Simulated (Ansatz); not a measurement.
# C2H8GeO3: small, medium and large basis sets

An exercise on one series of results from a longer session: the logs are not shown, and one member is left open.

Computed with Ansatz 0.2.0, Gaussian basis. Level: one geometry, several basis sets.

The runs, in order: PBE0-D4/def2-SVP; ωB97M-V/def2-SVP; PBE0-D4/def2-QZVPP; ωB97M-V/def2-QZVPP; the functionals' def2-TZVPP values are taken from earlier runs.

### The geometry

An earlier PBE0-D4 in a triple-zeta def2 set relaxation fixed the geometry.

14 atoms, charge 0, spin multiplicity 1.

Atoms are counted from 1 here; the program's logs count them from 0.

Bond lengths: C1–C2 1.524 Å, C1–H7 1.093 Å, C1–H8 1.092 Å, C1–H9 1.092 Å, C2–Ge3 1.930 Å, C2–H10 1.093 Å, C2–H11 1.093 Å, Ge3–O4 1.775 Å, Ge3–O5 1.776 Å, Ge3–O6 1.774 Å, O4–H12 0.961 Å, O5–H13 0.960 Å, O6–H14 0.961 Å. Angles: C2–C1–H7 110.9°, C2–C1–H8 111.3°, C2–C1–H9 111.4°, H7–C1–H8 107.6°, H7–C1–H9 107.8°, H8–C1–H9 107.7°, C1–C2–Ge3 112.8°, C1–C2–H10 111.5°, C1–C2–H11 111.5°, Ge3–C2–H10 107.0°, Ge3–C2–H11 106.9°, H10–C2–H11 106.9°, C2–Ge3–O4 111.2°, C2–Ge3–O5 111.4°, C2–Ge3–O6 112.0°, O4–Ge3–O5 106.9°, O4–Ge3–O6 107.8°, O5–Ge3–O6 107.4° and more.

The first run:

in.yaml reads:

```yaml
crystal:
  periodic: [false, false, false]
  atoms:
    - {symbol: C, position_ang: [0.901279, -1.134470, 1.373763]}
    - {symbol: C, position_ang: [0.677275, -0.987860, -0.126183]}
    - {symbol: Ge, position_ang: [-0.424390, 0.533609, -0.571335]}
    - {symbol: O, position_ang: [-2.087304, 0.313258, 0.008629]}
    - {symbol: O, position_ang: [0.190925, 2.020955, 0.178613]}
    - {symbol: O, position_ang: [-0.493786, 0.812773, -2.321873]}
    - {symbol: H, position_ang: [1.535182, -1.997491, 1.590740]}
    - {symbol: H, position_ang: [-0.042951, -1.275868, 1.904169]}
    - {symbol: H, position_ang: [1.387366, -0.250360, 1.791581]}
    - {symbol: H, position_ang: [0.186893, -1.870218, -0.545511]}
    - {symbol: H, position_ang: [1.621831, -0.864382, -0.662278]}
    - {symbol: H, position_ang: [-2.381432, 1.076849, 0.511795]}
    - {symbol: H, position_ang: [0.318626, 2.710532, -0.477685]}
    - {symbol: H, position_ang: [-1.402313, 0.883471, -2.625624]}
basis:
  gaussian: {orbitals: def2-SVP}
hamiltonian: {xc: pbe0, dispersion: d4}
output: {orbitals: {seedname: orbitals}}
```

Command:

```
$ ansatz run in.yaml --threads 4 --pin off --events-out ev --progress --plain --max-ram 11315MiB
```

Steps of the session up to this table: PBE0-D4 in def2-SVP; ωB97M-V in def2-SVP; PBE0-D4 in def2-QZVPP; ωB97M-V in def2-QZVPP.

One of the session's tables, all rows but one given; the rest of the session is left out.

It belongs to the step «Functionals by basis». 

| functional | basis | HOMO (eV) | LUMO (eV) |
| --- | --- | --- | --- |
| PBE0-D4 | def2-SVP | -8.04 | 0.78 |
| PBE0-D4 | def2-TZVPP | -8.22 | 0.25 |
| PBE0-D4 | def2-QZVPP | ? | ? |
| ωB97M-V | def2-SVP | -10.34 | 2.50 |
| ωB97M-V | def2-TZVPP | -10.52 | 1.77 |
| ωB97M-V | def2-QZVPP | -10.58 | 1.22 |

Estimate the missing values for PBE0-D4, def2-QZVPP.

**Answer.** HOMO (eV): -8.28; LUMO (eV): -0.09. In the column «HOMO (eV)» it lies between ωB97M-V, def2-SVP (-10.34) and PBE0-D4, def2-TZVPP (-8.22).
